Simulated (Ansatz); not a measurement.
# SrOs (CsCl type): how the settings move a single-point run

Question: which choices in the input matter for SrOs (CsCl type)?

Computed with Ansatz 0.2.0 (reference: DFT r2SCAN, scalar-relativistic, plane waves, PAW, unless a step's input says otherwise).

1 further run of the same task is left out (it didn't finish). Runs told in other sessions of the task aren't counted.

### 1 The structure to begin with

Symmetry: Pm-3m, No. 221, cubic system. The conventional cell has a = 3.585 Å, b = 3.585 Å, c = 3.585 Å, α = 90.00°, β = 90.00°, γ = 90.00°. Sr (site symmetry m-3m) has 8 Os at 3.10 Å in its first shell of neighbours. Around Os (site symmetry m-3m) lie 8 Sr at 3.10 Å.

As a file:

```
Sr Os
1.0
     3.58479    0.00000    0.00000
     0.00000    3.58479    0.00000
     0.00000    0.00000    3.58479
Sr Os
1 1
Direct
  0.00000 0.00000 0.00000
  0.50000 0.50000 0.50000
```

### 2 The reference run

File input.yaml:

```yaml
crystal:
  lattice:
    - [3.5847859548, 0.0, 0.0]
    - [0.0, 3.5847859548, 0.0]
    - [0.0, 0.0, 3.5847859548]
  atoms:
    - { symbol: Sr, position: [0.0, 0.0, 0.0] }
    - { symbol: Os, position: [0.5, 0.5, 0.5] }
basis:
  ecutwfc: 500
  ecutrho_ratio: 4
kpoints:
  mp_grid: { grid: [10, 10, 10] }
hamiltonian:
  xc: r2scan
scf:
  occupations: { method: gaussian, width: 0.05 }
output:
  forces: true
  stress: true
  eigenvalues: true
```

The run is started by

```bash
$ ansatz run input.yaml --threads 2 --pin off --max-ram 2662MiB --backend cpu --events-out ev --progress --plain --runs-dir out
```

### 3 Changed: same input

input.yaml, as its differences from that of step 2:

```diff
@@ -20,2 +20 @@
   stress: true
-  eigenvalues: true
```

### 4 Changing settings: xc pbesol, occupations.method methfessel_paxton, occupations.width 0.3

input.yaml, as its differences from that of step 2:

```diff
@@ -14,5 +14,5 @@
 hamiltonian:
-  xc: r2scan
+  xc: pbesol
 scf:
-  occupations: { method: gaussian, width: 0.05 }
+  occupations: { method: methfessel_paxton, width: 0.3 }
 output:
@@ -20,2 +20 @@
   stress: true
-  eigenvalues: true
```

### 5 Variant: hubbard.sites [{species: Os, l: d, u_eff: 3.0}], hubbard.double_counting fll, scf.algorithm direct_min

input.yaml, as its differences from that of step 2:

```diff
@@ -15,4 +15,6 @@
   xc: r2scan
+  hubbard: { sites: [{ species: Os, l: d, u_eff: 3.0 }], double_counting: fll }
 scf:
   occupations: { method: gaussian, width: 0.05 }
+  algorithm: direct_min
 output:
@@ -20,2 +22,5 @@
   stress: true
-  eigenvalues: true
+  write_density: true
+  write_potential: true
+  elf: true
+  volumetric_format: npy
```

Q: Predict the outcome of this session. Wanted: for each run, ending; energy change; pressure; gap; force.

As calculated:

```csv
run,ending,energy change,pressure (GPa),gap (eV),force (eV/Å),cycles,time
reference,converged,0,0.0,0.00,0.00,7,3.5 s
1: same input,converged,0.0 meV/atom,0.0,0.00,0.00,7,3.4 s
"2: xc pbesol, occupations.method methfessel_paxton, occupations.width 0.3",converged,not comparable,-3.3,0.00,0.00,7,1.6 s
"3: hubbard.sites [{species: Os, l: d, u_eff: 3.0}], hubbard.double_counting fll, scf.algorithm direct_min",converged,+1.08 eV/atom (Hubbard term changed: no physical gain or loss),0.8,0.00,0.00,7,15 s
```

Times don't compare one to one where runs were asked for different outputs or read a saved state (see the inputs); cycles may leave out searches for a lower state.

Residual by cycle in the longest SCF loop of each run; runs are numbered as in the table. The quantity is the density residual dr2, in eV.

```csv
cycle,reference,run 1,run 2,run 3
1,0.363,0.363,0.0433,4.4
2,0.0399,0.0399,0.00763,1.16
3,0.00479,0.00479,0.00116,0.0158
4,1.2e-4,1.2e-4,4.6e-5,2.7e-5
5,1.5e-5,1.5e-5,2.4e-6,4.2e-6
6,8.1e-7,8.1e-7,1.0e-7,2.1e-7
7,1.8e-8,1.8e-8,2.9e-9,3.8e-9
```

What this shows: «same input» leaves the energy as it was. A changed U is a change of model: its shifts are not errors of convergence.
